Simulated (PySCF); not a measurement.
# Me3SiPH2 (trimethylsilylphosphine) (C3H11PSi): electronic excitations

What electronic excitations should Me3SiPH2 (trimethylsilylphosphine) (C3H11PSi) (`C[Si](C)(C)P`) show?

Programs: PySCF 2.14.0, with density-fitted response routines of our own. Each step states its level of theory. These are calculated values for one molecule in the gas phase, unless marked as measured. Atoms count from 0, in the outputs and in this text.

**1. The starting structure**

16 atoms, charge 0, multiplicity 1; geometry from: GFN2-xTB.

Bonds of the start (Å): C0–Si1 1.92, Si1–C2 1.91, Si1–C3 1.91, Si1–P4 2.27, C0–H5 1.09, C0–H6 1.09, C0–H7 1.09, C2–H8 1.09, C2–H9 1.09, C2–H10 1.09, C3–H11 1.09, C3–H12 1.09, C3–H13 1.09, P4–H14 1.38, P4–H15 1.38.

**2. Excited states and response: PBE0/def2-SVPD**

What the job is given:

```
{"job": {"kind": "uv", "xc": "PBE0", "basis": "def2-SVPD", "nstates": 8, "ntriplets": 3}, "charge": 0, "multiplicity": 1}
C     -0.815639    -1.009410     1.244630
Si     0.010136     0.049072    -0.122314
C      0.047462     1.878982     0.422198
C      1.784291    -0.577984    -0.447538
P     -1.097039    -0.040406    -2.100036
H     -1.834875    -0.682882     1.430782
H     -0.270725    -0.938559     2.181003
H     -0.853444    -2.057745     0.962668
H     -0.950691     2.248645     0.638244
H      0.467308     2.504920    -0.359409
H      0.650690     2.012050     1.314722
H      2.404855    -0.482172     0.437857
H      1.789588    -1.622585    -0.744845
H      2.252855    -0.008056    -1.244620
H     -2.347427     0.151294    -1.539460
H     -1.244944    -1.416219    -2.085293
```

With the program's defaults for keys left out, this is: TDDFT PBE0/def2-SVPD, vertical, gas phase, core orbitals frozen in the response.

Run with:

```console
$ OMP_NUM_THREADS=1 python probes_run.py task.json out
```

The driver reads the jobs from task.json and runs them one after another.

What will the session give for the following? lowest singlet (PBE0/def2-SVPD); brightest single state of those computed; lowest triplet. Wanted: lowest singlet; brightest single state of those computed; lowest triplet.

**Answer**, as computed:

```
                                quantity                        value
         lowest singlet (PBE0/def2-SVPD)  6.41 eV (194 nm), f = 0.034
brightest single state of those computed  state 3, 7.26 eV, f = 0.337
                          lowest triplet                      5.68 eV
```

In words: The lowest singlet, at 6.41 eV, is HOMO→LUMO 0.96 and is weak; of the 8 states computed, the strongest absorption comes from state 3 at 7.26 eV. The lowest triplet lies 0.73 eV below the lowest singlet (triplets in Tamm-Dancoff, singlets in full TDDFT). States above −ε(HOMO) lie where TDDFT describes them poorly and they hang on the basis; the brightest is among them.
